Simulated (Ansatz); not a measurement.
# CH8BFSi2: one species, many methods

The task here is to estimate one member of a computed series from the others.

Method: functionals in def2-TZVPP, the program's frozen cores in correlated methods; program: Ansatz 0.2.0, Gaussian basis.

Plan: PBE-D4, r2SCAN-D4, PBE0-D4, B3LYP-D4, ωB97X-V, ωB97M-V, B2PLYP; CCSD(T)/def2-TZVPP; MP2/def2-QZVPP; extrapolation to the limit.

## The geometry

The geometry comes from an earlier relaxation with PBE0-D4 in a triple-zeta def2 set; it is a stationary point, not always the lowest conformer.

SMILES `FC([SiH3])B[SiH3]`, 13 atoms, charge 0, spin multiplicity 1.

Atoms are counted from 1 here; the program's logs count them from 0.

Bond lengths: F1–C2 1.385 Å, C2–Si3 1.969 Å, C2–B4 1.506 Å, C2–H6 1.094 Å, Si3–H7 1.486 Å, Si3–H8 1.482 Å, Si3–H9 1.482 Å, B4–Si5 2.018 Å, B4–H10 1.196 Å, Si5–H11 1.490 Å, Si5–H12 1.490 Å, Si5–H13 1.490 Å. Angles: F1–C2–Si3 108.5°, F1–C2–B4 119.5°, F1–C2–H6 109.2°, Si3–C2–B4 92.5°, Si3–C2–H6 103.0°, B4–C2–H6 120.5°, C2–Si3–H7 111.8°, C2–Si3–H8 109.5°, C2–Si3–H9 104.5°, H7–Si3–H8 109.7°, H7–Si3–H9 109.6°, H8–Si3–H9 111.6°, C2–B4–Si5 120.7°, C2–B4–H10 119.4°, Si5–B4–H10 119.7°, B4–Si5–H11 113.4°, B4–Si5–H12 111.4°, B4–Si5–H13 107.7° and more.

The first run:

in.yaml reads:

```yaml
crystal:
  periodic: [false, false, false]
  atoms:
    - {symbol: F, position_ang: [-1.079468, -0.579558, 2.360998]}
    - {symbol: C, position_ang: [-0.861352, -0.368377, 1.009851]}
    - {symbol: Si, position_ang: [0.669745, -1.469062, 0.444384]}
    - {symbol: B, position_ang: [-0.197476, 0.905483, 0.556500]}
    - {symbol: Si, position_ang: [-0.086250, 1.367720, -1.405019]}
    - {symbol: H, position_ang: [-1.693621, -0.793228, 0.440209]}
    - {symbol: H, position_ang: [1.957456, -0.742379, 0.592996]}
    - {symbol: H, position_ang: [0.488507, -1.881626, -0.967795]}
    - {symbol: H, position_ang: [0.646984, -2.633163, 1.360905]}
    - {symbol: H, position_ang: [0.352480, 1.599593, 1.360367]}
    - {symbol: H, position_ang: [-0.852175, 0.434609, -2.278066]}
    - {symbol: H, position_ang: [1.326063, 1.389327, -1.878338]}
    - {symbol: H, position_ang: [-0.650393, 2.735861, -1.582093]}
basis:
  gaussian: {orbitals: def2-TZVPP}
hamiltonian: {xc: pbe, dispersion: d4}
output: {forces: true, orbitals: {seedname: orbitals}}
```

Launch:

```console
> ansatz run in.yaml --threads 4 --pin off --events-out ev --progress --plain --max-ram 10444MiB
```

Among the steps run: PBE-D4 (GGA); r2SCAN-D4 (meta-GGA); PBE0-D4 (hybrid); B3LYP-D4 (hybrid); ωB97X-V (range-separated); ωB97M-V (range-separated); B2PLYP (double hybrid); CCSD(T) in def2-TZVPP; MP2 in def2-QZVPP.

One of the session's tables, all rows but one given; the rest of the session is left out.

It belongs to the step «Atomisation energies». 

| method | atomisation energy (kJ/mol) |
| --- | --- |
| PBE-D4 | 4254.7 |
| r2SCAN-D4 | 4245.4 |
| PBE0-D4 | 4212.6 |
| B3LYP-D4 | 4231.1 |
| ωB97X-V | 4254.3 |
| ωB97M-V | ? |
| B2PLYP | 4169.9 |
| HF/def2-TZVPP | 3190.5 |
| MP2/def2-TZVPP | 4132.9 |
| CCSD/def2-TZVPP | 4067.9 |
| CCSD(T)/def2-TZVPP | 4116.3 |
| MP2/CBS | 4232.8 |
| CCSD(T)/CBS | 4216.3 |

**Question.** Estimate the row for ωB97M-V.

The run gave: atomisation energy (kJ/mol): 4239.0. In the column «atomisation energy (kJ/mol)» it lies between MP2/CBS (4232.8) and r2SCAN-D4 (4245.4).
